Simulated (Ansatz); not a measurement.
# H9HfN2O2P: the cost of one run

All numbers below are computed with Ansatz 0.2.0 (RKS PBE/def2-SVP).

## Step 1: Starting point

Bond lengths: Hf1–O2 2.420 Å, O2–H3 1.010 Å, Hf1–N4 2.210 Å, N4–H5 1.060 Å, N4–H6 1.060 Å, Hf1–N7 2.208 Å, N7–H8 1.060 Å, N7–H9 1.060 Å, Hf1–O10 2.069 Å, O10–H11 1.010 Å, Hf1–P12 2.870 Å, P12–H13 1.420 Å, P12–H14 1.420 Å. Angles (14 of 21 angles, heavy atoms first): O2–Hf1–N4 109.4°, O2–Hf1–N7 109.5°, O2–Hf1–O10 109.5°, O2–Hf1–P12 71.6°, N4–Hf1–N7 109.5°, N4–Hf1–O10 109.5°, N4–Hf1–P12 67.2°, N7–Hf1–O10 109.5°, N7–Hf1–P12 176.6°, O10–Hf1–P12 72.8°, Hf1–O2–H3 109.5°, Hf1–N4–H5 120.0°, Hf1–N4–H6 120.0°, Hf1–N7–H8 120.0°.

Structure file:

```xyz
15

Hf    0.0000    0.0000    0.0000
O     0.0000    0.0000    2.4200
H    -0.9095   -0.2814    2.7571
N     2.0840    0.0000   -0.7359
H     2.5823   -0.9180   -0.9166
H     2.5853    0.9180   -0.9082
N    -1.0409    1.8034   -0.7359
H    -2.0610    1.7482   -1.0186
H    -0.5204    2.7241   -0.8065
O    -0.9750   -1.6891   -0.6893
H    -1.4296   -2.1548    0.0831
P     1.4979   -2.2747    0.9050
H     0.7017   -3.4444    0.7861
H     2.6682   -2.4171    0.1133
H     0.7549   -1.1463    2.1706
```

## Step 2: Pulling towards end A

Springs on the bonds that form and break draw the guess towards this end; the thresholds are loose.

Contents of input.yaml:

```yaml
crystal:
  periodic: [false, false, false]
  atoms:
    - { symbol: Hf, position_ang: [0.0, 0.0, 0.0] }
    - { symbol: O, position_ang: [0.0, 0.0, 2.42] }
    - { symbol: H, position_ang: [-0.9095, -0.2814, 2.7571] }
    - { symbol: "N", position_ang: [2.084, 0.0, -0.7359] }
    - { symbol: H, position_ang: [2.5823, -0.918, -0.9166] }
    - { symbol: H, position_ang: [2.5853, 0.918, -0.9082] }
    - { symbol: "N", position_ang: [-1.0409, 1.8034, -0.7359] }
    - { symbol: H, position_ang: [-2.061, 1.7482, -1.0186] }
    - { symbol: H, position_ang: [-0.5204, 2.7241, -0.8065] }
    - { symbol: O, position_ang: [-0.975, -1.6891, -0.6893] }
    - { symbol: H, position_ang: [-1.4296, -2.1548, 0.0831] }
    - { symbol: P, position_ang: [1.4979, -2.2747, 0.905] }
    - { symbol: H, position_ang: [0.7017, -3.4444, 0.7861] }
    - { symbol: H, position_ang: [2.6682, -2.4171, 0.1133] }
    - { symbol: H, position_ang: [0.7549, -1.1463, 2.1706] }
basis:
  gaussian: { orbitals: def2-SVP }
hamiltonian:
  xc: pbe
relax:
  f_tol: 0.15
  max_steps: 25
  restrain:
    - { distance: [0, 11], at: 3.77, k: 30.0 }
    - { distance: [14, 1], at: 2.21, k: 30.0 }
    - { distance: [0, 1], at: 2.07, k: 30.0 }
    - { distance: [14, 11], at: 1.42, k: 30.0 }
```

On the command line:

```bash
> ansatz run input.yaml --threads 4 --pin off --max-ram 5120MiB --backend cpu --events-out ev --progress --plain --runs-dir out
```

What time and memory should one allow on 4 threads of Arm Neoverse V1, shared host?

About 47 s, with a peak of 0.23 GiB.
